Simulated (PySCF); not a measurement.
# C3H9Sb (SbMe3): the cost of one run

Programs: PySCF 2.14.0, with routines of our own; each step states its level. All values are computed. Atoms count from 0.

## (1) The system as given

13 atoms, charge 0, multiplicity 1; geometry from: GFN2-xTB.

## (2) NMR shieldings: KT2/pcJ-1 Sb:dyall-v2z, spin–orbit

The job: settings as JSON, then the geometry in Å.

```
{"job": {"xc": "KT2", "basis": {"default": "pcJ-1", "Sb": "dyall-v2z"}, "rel": "so", "kind": "hnmr"}, "charge": 0, "multiplicity": 1}
Sb     0.012520     0.004660     1.225650
C      1.822590    -0.004210     0.032840
H      2.451830     0.833450     0.310340
H      1.566310     0.072930    -1.018260
H      2.370120    -0.924480     0.203070
C     -0.908800     1.575830     0.048930
H     -0.802450     1.353950    -1.007210
H     -0.436380     2.527090     0.265540
H     -1.961650     1.644600     0.295930
C     -0.910710    -1.571140     0.058040
H     -1.980370    -1.576940     0.233870
H     -0.502770    -2.532390     0.347940
H     -0.720240    -1.403360    -0.996680
```

Method: KT2/pcJ-1 Sb:dyall-v2z GIAO NMR shielding, X2C with spin-orbit coupling, screened-nuclear two-electron part, Gaussian nuclei, gas phase.

Run with:

```console
$ OMP_NUM_THREADS=1 python heavy_run.py task.json out
```

This one command runs all jobs of the session in turn.

Q: Estimate the wall time and peak memory of this first job on 1 thread of Intel Xeon 6975P-C, shared host.

About 54 s, with a peak of 1.3 GiB.
